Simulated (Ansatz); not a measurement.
This script makes a comparison of magnetic orders of TaCo, space group Pm-3m with the Ansatz DFT code, driven from Python.

The script, `orders.py`:
```python
# -*- coding: utf-8 -*-
"""Magnetic orders of TaCo compared."""

from dataclasses import dataclass
import warnings

import ansatz
import numpy as np


@dataclass(frozen=True)
class RunConfig:
    kmesh: tuple[int, ...] = (9, 9, 5)
    occupations: str = "Gaussian"
    sigma: float = 0.02
    tolerance: float = 1e-09


settings = RunConfig()


def count_gap(report):
    # lowest empty less highest filled band, counting bands; zero where they overlap
    return max(report.get("gap_by_band_count_ev") or 0.0, 0.0)

CELL = [
    (3.068399, 0.0, 0.0),
    (0.0, 3.068399, 0.0),
    (0.0, 0.0, 6.136798),
]
ATOMS = [
    ("Ta", (0.0, 0.0, 0.0)),
    ("Co", (0.5, 0.5, 0.25)),
    ("Ta", (0.0, 0.0, 0.5)),
    ("Co", (0.5, 0.5, 0.75)),
]


def magnet(moments):
    crystal = ansatz.Crystal(lattice=ansatz.Lattice.of(CELL))
    for (symbol, position), moment in zip(ATOMS, moments):
        crystal = crystal.atom(symbol, position, moment=moment or None)
    return crystal

warnings.simplefilter("ignore", ansatz.DeckWarning)

# starting moments in muB, one an atom
orders = {
    "FM": [0, 2.5, 0, 2.5],
    "AFM": [0, 2.5, 0, -2.5],
}

rows = []
for label, moments in orders.items():
    setup = magnet(moments).calculation()
    setup = setup.functional(ansatz.Functional.LDA)
    setup = setup.pseudopotentials("nc")
    setup = setup.kpoints(*settings.kmesh, center="monkhorst-pack").occupations(settings.occupations, width=settings.sigma)
    setup = setup.scf(tolerance=settings.tolerance, self_checks="low")
    setup = setup.spin("collinear")
    setup = setup.band_table()
    r = setup.run(threads=1, backend="cpu").report
    rows.append((label, r["free_energy_ev"], r["magnetization_mub"], r["absolute_magnetization_mub"], max(abs(m) for m in r["site_moments_mub"]), count_gap(r)))
    print(label, "site moments:", [round(m, 2) for m in r["site_moments_mub"]])

lowest = min(row[1] for row in rows)
rows = [(row[0], 1000 * (row[1] - lowest) / 2, *row[2:]) for row in sorted(rows, key=lambda row: row[1])]
lines = [",".join(["order", "meV/magnetic atom", "net muB", "absolute muB", "largest site muB", "gap by band count eV"])] + [",".join(f"{v:.4f}" if isinstance(v, float) else str(v) for v in row) for row in rows]
print("\n".join(lines))
with open("orders.csv", "w") as handle:
    handle.write("\n".join(lines) + "\n")
print("lowest of these starts:", rows[0][0])
```

Which magnetic state ends lowest, and by how much?

In order of energy: antiferro- or ferrimagnetic (+0.0 meV an atom, largest site moment 0.13 μB) and non-magnetic (+0.1 meV an atom, largest site moment 0.00 μB). These are the states reached from the starts typed.

The output:

```console
$ python orders.py
RunWarning: the starting moments were not kept: the SCF closed with an absolute magnetisation of 9.0e-6 μB, where they sum to 5 μB in size (2 sites). That is at most 0.1 of that sum. Measured as [...]
FM site moments: [0.0, -0.0, 0.0, -0.0]
AFM site moments: [-0.0, 0.13, -0.0, -0.13]
order,meV/magnetic atom,net muB,absolute muB,largest site muB,gap by band count eV
AFM,0.0000,0.0000,0.2817,0.1326,0.0000
FM,0.1619,-0.0000,0.0000,0.0000,0.0000
lowest of these starts: AFM
```
(Warnings from the package without file and line, shortened, repeats left out.)

Notes:
- The settings weren't tested for convergence.
- The SCF didn't keep the moments it started from (some shrank, vanished or turned); what is printed is the state reached.
- The mesh is modest for a metal, so energies can be off by several to tens of meV an atom and pressures by half a GPa or more; differences at equal mesh fare better.
- A gap by band count of zero or less means overlapping bands, a metal.
- The structure comes from a database of computed cells and needn't be a stable or known phase.
- Gaps and levels are Kohn-Sham values on a finite set of k-points, without spin-orbit coupling.
- Each row is the state reached from that start at the given structure, not necessarily the lowest of its order; other orders weren't tried.
- The script silences the warnings on its input, which a real study should read.
- Hardware and time: 63 s on 1 thread of AMD EPYC 9R45 96-Core Processor (Zen 5) (shared host), peak memory 0.93 GiB.

(A comment or docstring line of the script was reworded after the run, the code is as it ran; lines on the test bed's own set-up are left out of the output.)
